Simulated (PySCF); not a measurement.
# CH₇ClSi₂: electronic excitations at several levels of theory

How much do the electronic excitations of CH₇ClSi₂ (`C[SiH2][SiH2]Cl`) depend on the level of theory, and what does each level cost?

Programs: PySCF 2.14.0, with density-fitted response routines of our own. Each step states its level of theory. These are calculated values for one molecule in the gas phase, unless marked as measured. Atoms count from 0, in the outputs and in this text.

### Step 1. Starting geometry

11 atoms, charge 0, multiplicity 1; geometry from: GFN2-xTB. The atoms were then displaced at random by about 0.01 Å, so the start is not that level's minimum.

Bonds of the start (Å): C0–Si1 1.88, Si1–Si2 2.31, Si2–Cl3 2.07, C0–H4 1.11, C0–H5 1.07, C0–H6 1.09, Si1–H7 1.46, Si1–H8 1.45, Si2–H9 1.49, Si2–H10 1.46.

### Step 2. Optimising the geometry at PBE0-D3(BJ)/def2-SVP

What the job is given:

```
{"job": {"xc": "PBE0", "basis": "def2-SVP", "d3": "d3bj", "grid": 1, "shake": 0.01, "kind": "geom"}, "charge": 0, "multiplicity": 1}
C     -1.631040     0.111840     0.599740
Si    -0.323700    -0.626630    -0.526310
Si     1.684140     0.439670    -0.144870
Cl     3.282280    -0.829920    -0.477130
H     -1.738910     1.201820     0.424450
H     -1.432680    -0.014390     1.644980
H     -2.615840    -0.302710     0.400130
H     -0.268660    -2.064220    -0.274920
H     -0.760770    -0.458280    -1.900230
H      1.897440     0.929540     1.241700
H      1.945850     1.587470    -1.003200
```

On the command line:

```
OMP_NUM_THREADS=1 python probes_run.py task.json out
```

This one command runs all jobs of the session in turn.

The log of the run:

```text
step   0  E = -1080.74734186  max force = 0.019528
step   1  E = -1080.75251900  max force = 0.005010
step   2  E = -1080.75295000  max force = 0.001796
step   3  E = -1080.75306644  max force = 0.000968
step   4  E = -1080.75320804  max force = 0.002736
step   5  E = -1080.75335186  max force = 0.003601
step   6  E = -1080.75346734  max force = 0.002229
step   7  E = -1080.75362184  max force = 0.000906
step   8  E = -1080.75367360  max force = 0.001209
step   9  E = -1080.75380569  max force = 0.001088
step  10  E = -1080.75376561  max force = 0.000657
step  11  E = -1080.75383624  max force = 0.000351
step  12  E = -1080.75384486  max force = 0.000186
optimisation converged
```

Wall time 51 s (1 thread of Arm Neoverse V1, shared host); peak memory 0.42 GiB.

Relaxation path: (the energy doesn't fall at every step)

```tsv
step	energy from step 0 (eV)	largest force component (eV/Å)
0	0.0000	1.0042
1	-0.1409	0.2576
2	-0.1526	0.0924
3	-0.1558	0.0498
4	-0.1596	0.1407
5	-0.1635	0.1852
6	-0.1667	0.1146
7	-0.1709	0.0466
8	-0.1723	0.0622
9	-0.1759	0.0559
10	-0.1748	0.0338
11	-0.1767	0.0180
12	-0.1770	0.0096
```

Close pairs (by a distance rule), those that changed most:

```tsv
bond	before (Å)	after (Å)	change (Å)
Si1–H8	1.452	1.496	+0.045
Si1–Si2	2.305	2.343	+0.038
Si2–H10	1.457	1.494	+0.037
Si1–H7	1.460	1.496	+0.036
C0–H5	1.071	1.100	+0.029
Si2–Cl3	2.068	2.083	+0.015
C0–H6	1.087	1.101	+0.014
C0–H4	1.109	1.101	-0.009
```

The final coordinates are the input of the step that follows.

```tsv
at the end point	value
point group (found at 0.08 Å tolerance)	Cs
rotational constants (GHz, main isotopes)	9.178, 1.327, 1.201
dipole moment (D)	2.44
```

### Step 3. TDDFT and polarisability: PBE0/def2-TZVP

What the job is given:

```
{"job": {"kind": "uv", "xc": "PBE0", "basis": "def2-TZVP"}, "charge": 0, "multiplicity": 1}
C     -0.470099     1.148285     0.509818
Si     0.931163     0.213948    -0.335353
Si     3.005956     1.245800     0.013583
Cl     4.446647     0.125521    -0.989925
H     -0.557237     2.170635     0.111515
H     -0.305638     1.214015     1.595962
H     -1.428442     0.633781     0.340198
H      1.034275    -1.182956     0.191293
H      0.704361     0.140563    -1.812495
H      3.376608     1.291444     1.460434
H      3.048740     2.640295    -0.520796
```

With the program's defaults for keys left out, this is: TDDFT PBE0/def2-TZVP, vertical, gas phase, core orbitals frozen in the response.

The log of the run:

```text
coarse grid: 10304 points
cycle   1  E = -1081.1226512604  dE = -7.986e-02  |g| = 3.646e-01  |ddm| = 2.321e+00
cycle   2  E = -1081.1122081626  dE =  1.044e-02  |g| = 4.106e-01  |ddm| = 5.706e-01
cycle   3  E = -1081.1554438244  dE = -4.324e-02  |g| = 3.238e-02  |ddm| = 3.131e-01
cycle   4  E = -1081.1556781287  dE = -2.343e-04  |g| = 1.192e-02  |ddm| = 3.280e-02
cycle   5  E = -1081.1557165479  dE = -3.842e-05  |g| = 2.604e-03  |ddm| = 1.204e-02
cycle   6  E = -1081.1557179716  dE = -1.424e-06  |g| = 3.628e-04  |ddm| = 2.180e-03
final grid: 84416 points
cycle   7  E = -1081.1528620040  dE = -2.206e-05  |g| = 5.302e-03  |ddm| = 2.113e-02
cycle   8  E = -1081.1528591133  dE =  2.891e-06  |g| = 6.095e-03  |ddm| = 6.818e-03
cycle   9  E = -1081.1528681958  dE = -9.082e-06  |g| = 3.929e-04  |ddm| = 3.850e-03
cycle  10  E = -1081.1528682308  dE = -3.503e-08  |g| = 1.048e-04  |ddm| = 3.977e-04
cycle  11  E = -1081.1528682336  dE = -2.859e-09  |g| = 1.787e-05  |ddm| = 1.132e-04
cycle  12  E = -1081.1528682337  dE = -8.708e-11  |g| = 2.862e-06  |ddm| = 1.988e-05
converged SCF energy = -1081.1528682337

Static polarisability (au): isotropic 80.305, principal 66.801 76.357 97.757

Singlet excitations
state   eV       nm        f      main configurations
  1   5.9952    206.8   0.01815   H->L 0.98
  2   6.8038    182.2   0.00171   H-1->L 0.96
  3   7.1234    174.1   0.02798   H->L+1 0.94
  4   7.5169    164.9   0.09153   H->L+2 0.69, H-2->L 0.14, H->L+3 0.11
  5   7.5999    163.1   0.00716   H->L+3 0.67, H-2->L 0.28
  6   7.6483    162.1   0.13273   H-2->L 0.41, H->L+3 0.20, H->L+2 0.14
  7   7.6848    161.3   0.01149   H-3->L 0.96
  8   7.9483    156.0   0.14966   H-4->L 0.71, H-2->L 0.12
  9   8.1151    152.8   0.04915   H-1->L+1 0.84
 10   8.1941    151.3   0.19891   H->L+4 0.84

Triplet excitations (Tamm-Dancoff, eV): 5.2842 6.0409 6.4544 6.7076
```

Wall time 21 s (1 thread of Arm Neoverse V1, shared host); peak memory 0.77 GiB.

The orbitals next to the gap, with their largest atomic shares:

```tsv
orbital	eV	atoms
HOMO−3	-9.55	Si1 38 %, H8 22 %, H7 21 %
HOMO−2	-9.44	C0 33 %, Si1 30 %, Cl3 9 %
HOMO−1	-8.83	Cl3 63 %, Si2 18 %, H10 9 %
HOMO	-7.92	Si2 29 %, Si1 28 %, Cl3 25 %
LUMO	-0.61	Si2 52 %, Si1 24 %, Cl3 9 %
LUMO+1	0.36	Si2 41 %, Si1 38 %, H9 4 %
LUMO+2	0.69	Si1 41 %, Si2 33 %, Cl3 9 %
```

With each of the 10 states as a Gaussian band of 0.4 eV half-width at 1/e, the curve within the window shown has maxima at 207 nm (ε 740), 156 nm (ε 18,000) L/(mol cm). Beyond the last state computed it falls off for lack of states. The curve at chosen wavelengths:

```tsv
nm	ε (L/mol/cm)
146	6422
149	11721
153	16947
156	17928
159	17016
163	14118
166	11124
169	7964
173	4486
176	2743
179	1631
183	794
186	470
189	320
192	301
196	408
199	535
202	653
206	734
209	718
212	644
216	491
219	368
222	258
226	146
229	90
```

Ground-state properties from the same run:

```tsv
property	computed
dipole moment (D)	2.41
polarisability (Å³)	11.90
HOMO–LUMO gap (eV)	7.31
−ε(HOMO) (eV)	7.92
```

### Step 4. TDDFT and polarisability: PBE0/aug-cc-pVDZ

Settings changed since step 3:

```diff
@@ -1,2 +1,2 @@
-{"job": {"kind": "uv", "xc": "PBE0", "basis": "def2-TZVP"}, "charge": 0, "multiplicity": 1}
+{"job": {"kind": "uv", "xc": "PBE0", "basis": "aug-cc-pVDZ"}, "charge": 0, "multiplicity": 1}
 C     -0.470099     1.148285     0.509818
```

Method: TDDFT PBE0/aug-cc-pVDZ, vertical, gas phase, core orbitals frozen in the response.

The log of the run:

```text
coarse grid: 10304 points
cycle   1  E = -1081.0591276579  dE = -2.877e-02  |g| = 3.371e-01  |ddm| = 6.380e+00
cycle   2  E = -1081.0487988112  dE =  1.033e-02  |g| = 3.829e-01  |ddm| = 1.509e+00
cycle   3  E = -1081.0911389516  dE = -4.234e-02  |g| = 2.187e-02  |ddm| = 7.756e-01
cycle   4  E = -1081.0912869262  dE = -1.480e-04  |g| = 9.168e-03  |ddm| = 7.084e-02
cycle   5  E = -1081.0913155508  dE = -2.862e-05  |g| = 1.312e-03  |ddm| = 2.384e-02
cycle   6  E = -1081.0913161021  dE = -5.513e-07  |g| = 3.909e-04  |ddm| = 4.475e-03
final grid: 84416 points
cycle   7  E = -1081.1106044474  dE = -7.705e-06  |g| = 4.485e-03  |ddm| = 8.388e-02
cycle   8  E = -1081.1106020834  dE =  2.364e-06  |g| = 5.393e-03  |ddm| = 1.896e-02
cycle   9  E = -1081.1106098748  dE = -7.791e-06  |g| = 2.370e-04  |ddm| = 9.573e-03
cycle  10  E = -1081.1106098949  dE = -2.009e-08  |g| = 5.547e-05  |ddm| = 7.491e-04
cycle  11  E = -1081.1106098959  dE = -9.777e-10  |g| = 1.212e-05  |ddm| = 1.569e-04
converged SCF energy = -1081.1106098959

Static polarisability (au): isotropic 86.156, principal 72.018 81.792 104.657

Singlet excitations
state   eV       nm        f      main configurations
  1   5.9133    209.7   0.01535   H->L 0.96
  2   6.7128    184.7   0.00434   H-1->L 0.92
  3   6.8779    180.3   0.00202   H->L+1 0.95
  4   7.1372    173.7   0.12731   H->L+2 0.81, H->L+3 0.11
  5   7.1504    173.4   0.04529   H->L+3 0.82, H->L+2 0.11
  6   7.5122    165.0   0.02783   H-2->L 0.69, H->L+4 0.18
  7   7.5330    164.6   0.09136   H->L+4 0.69, H-2->L 0.23
  8   7.5880    163.4   0.01310   H-3->L 0.93
  9   7.6836    161.4   0.01388   H->L+6 0.85
 10   7.7153    160.7   0.01058   H->L+5 0.82, H-1->L+1 0.11

Triplet excitations (Tamm-Dancoff, eV): 5.3278 6.1849 6.3725 6.5544
```

Run time: 19 s. Hardware: 1 thread of Arm Neoverse V1, shared host; peak memory 0.75 GiB.

In short: HOMO -7.93 eV, LUMO -0.79 eV; lowest singlet 5.91 eV.

### Step 5. Excited states and response: PBE0/def2-TZVPD

Settings changed since step 4:

```diff
@@ -1,2 +1,2 @@
-{"job": {"kind": "uv", "xc": "PBE0", "basis": "aug-cc-pVDZ"}, "charge": 0, "multiplicity": 1}
+{"job": {"kind": "uv", "xc": "PBE0", "basis": "def2-TZVPD"}, "charge": 0, "multiplicity": 1}
 C     -0.470099     1.148285     0.509818
```

Level: TDDFT PBE0/def2-TZVPD, vertical, gas phase, core orbitals frozen in the response.

The log of the run:

```text
coarse grid: 10304 points
cycle   1  E = -1081.1239227930  dE = -7.876e-02  |g| = 3.641e-01  |ddm| = 2.503e+00
cycle   2  E = -1081.1133705193  dE =  1.055e-02  |g| = 4.105e-01  |ddm| = 6.467e-01
cycle   3  E = -1081.1565981498  dE = -4.323e-02  |g| = 3.273e-02  |ddm| = 3.229e-01
cycle   4  E = -1081.1568341933  dE = -2.360e-04  |g| = 1.190e-02  |ddm| = 3.528e-02
cycle   5  E = -1081.1568725628  dE = -3.837e-05  |g| = 2.747e-03  |ddm| = 1.294e-02
cycle   6  E = -1081.1568741898  dE = -1.627e-06  |g| = 3.899e-04  |ddm| = 2.738e-03
final grid: 84416 points
cycle   7  E = -1081.1540281572  dE = -2.333e-05  |g| = 5.329e-03  |ddm| = 9.048e-02
cycle   8  E = -1081.1540252238  dE =  2.933e-06  |g| = 6.139e-03  |ddm| = 7.818e-03
cycle   9  E = -1081.1540344386  dE = -9.215e-06  |g| = 3.912e-04  |ddm| = 4.099e-03
cycle  10  E = -1081.1540344732  dE = -3.462e-08  |g| = 1.093e-04  |ddm| = 4.266e-04
cycle  11  E = -1081.1540344763  dE = -3.148e-09  |g| = 1.874e-05  |ddm| = 1.343e-04
cycle  12  E = -1081.1540344764  dE = -9.823e-11  |g| = 2.717e-06  |ddm| = 2.722e-05
converged SCF energy = -1081.1540344764

Static polarisability (au): isotropic 86.209, principal 72.134 81.919 104.575

Singlet excitations
state   eV       nm        f      main configurations
  1   5.8815    210.8   0.01657   H->L 0.97
  2   6.7091    184.8   0.00243   H-1->L 0.95
  3   6.9919    177.3   0.02758   H->L+1 0.94
  4   7.0316    176.3   0.00286   H->L+2 0.94
  5   7.2315    171.5   0.14015   H->L+3 0.87
  6   7.4929    165.5   0.08069   H-2->L 0.87
  7   7.5628    163.9   0.01177   H-3->L 0.96
  8   7.7199    160.6   0.09669   H->L+4 0.43, H-4->L 0.41
  9   7.7951    159.1   0.04524   H->L+4 0.39, H->L+5 0.30, H-4->L 0.17
 10   7.9381    156.2   0.04175   H-1->L+1 0.48, H->L+5 0.37

Triplet excitations (Tamm-Dancoff, eV): 5.2231 5.9619 6.3705 6.5848
```

It took 32 s on 1 thread of Arm Neoverse V1, shared host; peak memory 0.88 GiB.

Key values: HOMO -7.94 eV, LUMO -0.79 eV; lowest singlet 5.88 eV.

### Step 6. Ultraviolet spectrum: PBE0/6-31+G*

Settings changed since step 5:

```diff
@@ -1,2 +1,2 @@
-{"job": {"kind": "uv", "xc": "PBE0", "basis": "def2-TZVPD"}, "charge": 0, "multiplicity": 1}
+{"job": {"kind": "uv", "xc": "PBE0", "basis": "6-31+G*"}, "charge": 0, "multiplicity": 1}
 C     -0.470099     1.148285     0.509818
```

Level: TDDFT PBE0/6-31+G*, vertical, gas phase, core orbitals frozen in the response.

The log of the run:

```text
coarse grid: 10304 points
cycle   1  E = -1081.0648142733  dE = -5.099e-02  |g| = 3.426e-01  |ddm| = 2.748e+00
cycle   2  E = -1081.0553252614  dE =  9.489e-03  |g| = 3.843e-01  |ddm| = 8.319e-01
cycle   3  E = -1081.0986600798  dE = -4.333e-02  |g| = 1.735e-02  |ddm| = 4.655e-01
cycle   4  E = -1081.0987431730  dE = -8.309e-05  |g| = 8.791e-03  |ddm| = 4.277e-02
cycle   5  E = -1081.0987682594  dE = -2.509e-05  |g| = 1.577e-03  |ddm| = 1.586e-02
cycle   6  E = -1081.0987690312  dE = -7.717e-07  |g| = 4.457e-04  |ddm| = 3.355e-03
final grid: 84416 points
cycle   7  E = -1081.0474093780  dE = -7.174e-06  |g| = 4.515e-03  |ddm| = 1.906e-02
cycle   8  E = -1081.0474068395  dE =  2.539e-06  |g| = 5.505e-03  |ddm| = 8.984e-03
cycle   9  E = -1081.0474150291  dE = -8.190e-06  |g| = 1.699e-04  |ddm| = 4.955e-03
cycle  10  E = -1081.0474150384  dE = -9.273e-09  |g| = 5.994e-05  |ddm| = 4.036e-04
cycle  11  E = -1081.0474150394  dE = -1.073e-09  |g| = 1.437e-05  |ddm| = 9.436e-05
cycle  12  E = -1081.0474150395  dE = -7.026e-11  |g| = 3.361e-06  |ddm| = 2.976e-05
converged SCF energy = -1081.0474150395

Static polarisability (au): isotropic 75.311, principal 63.199 71.861 90.874

Singlet excitations
state   eV       nm        f      main configurations
  1   5.9389    208.8   0.01539   H->L 0.97
  2   6.7040    184.9   0.00348   H-1->L 0.95
  3   7.0627    175.5   0.00285   H->L+1 0.97
  4   7.2768    170.4   0.15954   H->L+2 0.93
  5   7.4538    166.3   0.02588   H->L+3 0.88
  6   7.5367    164.5   0.07312   H-2->L 0.87
  7   7.6652    161.7   0.02145   H-3->L 0.92
  8   7.7496    160.0   0.13558   H->L+4 0.57, H-4->L 0.30
  9   7.8636    157.7   0.04959   H-4->L 0.49, H->L+4 0.37
 10   7.9334    156.3   0.01609   H-1->L+1 0.78, H-1->L+2 0.17

Triplet excitations (Tamm-Dancoff, eV): 5.3907 6.3831 6.5395 6.6499
```

Wall time 9.4 s (1 thread of Arm Neoverse V1, shared host); peak memory 0.51 GiB.

This run: HOMO -8.00 eV, LUMO -0.82 eV; lowest singlet 5.94 eV.

### Step 7. Comparing the runs: electronic excitations

Excitations and ground-state properties, with basis size and wall time:

```tsv
run	lowest singlet (eV)	brightest (eV)	f	gap (eV)	α (Å³)	μ (D)	functions	time
PBE0/def2-TZVP	6.00	8.19	0.199	7.31	11.90	2.41	184	21 s
PBE0/aug-cc-pVDZ	5.91	7.14	0.127	7.14	12.77	2.53	167	19 s
PBE0/def2-TZVPD	5.88	7.23	0.140	7.15	12.77	2.44	232	32 s
PBE0/6-31+G*	5.94	7.28	0.160	7.18	11.16	2.83	98	9.4 s
```

### Step 8. What came out

```
                                quantity                         value
                             point group                            Cs
    rotational constants (main isotopes)          9.18, 1.33, 1.20 GHz
         lowest singlet (PBE0/def2-TZVP)   6.00 eV (207 nm), f = 0.018
brightest single state of those computed  state 10, 8.19 eV, f = 0.199
                          lowest triplet                       5.28 eV
             range of the lowest singlet               5.88 to 6.00 eV
```

**Reading.** Single values in the summary come from the first run of each kind that ended normally (PBE0/def2-TZVP), which need not be the best level. The optimisation took 12 steps and gained 0.177 eV; among the close pairs (by a distance rule), Si1–H8 changed most, from 1.452 to 1.496 Å. No frequency check was run at this level, so the end point may be a saddle. The lowest singlet, at 6.00 eV, is HOMO→LUMO 0.98 and is weak; of the 10 states computed, the strongest absorption comes from state 10 at 8.19 eV (the last computed, so partners may be missing). The lowest triplet lies 0.71 eV below the lowest singlet (triplets in Tamm-Dancoff, singlets in full TDDFT). States above −ε(HOMO) lie where TDDFT describes them poorly and they hang on the basis; the brightest is among them. The basis of PBE0/def2-TZVP has no diffuse functions, so Rydberg states are missing and the high states are unreliable. The lowest singlet runs from 5.88 eV (PBE0/def2-TZVPD) to 6.00 eV (PBE0/def2-TZVP), while the orbital gap spans 7.14 to 7.31 eV. The lowest state need not be the same one in every run.
